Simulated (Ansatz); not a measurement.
Runs of Ansatz 0.2.0 on Al3Au. It takes space group I4/mmm (No. 139, tetragonal). The conventional cell has a = 4.051 Å, b = 4.051 Å, c = 8.113 Å, α = 90.00°, β = 90.00°, γ = 90.00°. Au (site symmetry 4/mmm) has 12 Al at 2.86 to 2.87 Å as nearest neighbours. Around Al (site symmetry 4/mmm) lie 4 Au at 2.86 Å and 8 Al at 2.87 Å. Around Al (site symmetry -4m2) lie 8 Al at 2.86 to 2.87 Å and 4 Au at 2.87 Å. The cell comes from a database or a generator and needn't be the stable form of this composition.

| task | level | potentials or basis | k mesh | cutoff (eV) | points for each segment of the path | mesh quality | gap on the mesh (eV) | pressure (GPa) |
| --- | --- | --- | --- | --- | --- | --- | --- | --- |
| band structure | revPBE | Ansatz PAW | 5 × 5 × 5 | 420 | 14 | coarse | none | 1.8 |
| single point | PBE | PseudoDojo stringent (PBE files) | 9 × 9 × 9 | 1034 | - | not flagged | none | (a) |
| single point | PBE | Ansatz PAW | 9 × 9 × 9 | 420 | - | not flagged | none | 0.4 |
| single point | PBE | Ansatz PAW earlier set | 9 × 9 × 9 | 1050 | - | not flagged | none | 0.4 |

Alike in all rows: no spin polarisation; cell as given; smearing fermi-dirac 0.05 eV.

**Question.** Estimate the missing entries.

**Answer.** (a) 0.1.

Caveats: some runs use coarse meshes; the potentials were made for another functional, which shifts forces and pressure (some runs); the PAW data sets come from PBE, with cores solved anew for the run's functional, which leaves a small shift of forces and pressure (some runs).

A k mesh can miss the band edges, and the runs leave out spin-orbit coupling on Au.

A gap of «none» marks a metal or a gap under the smearing width.

Not every run made on this cell is shown here.
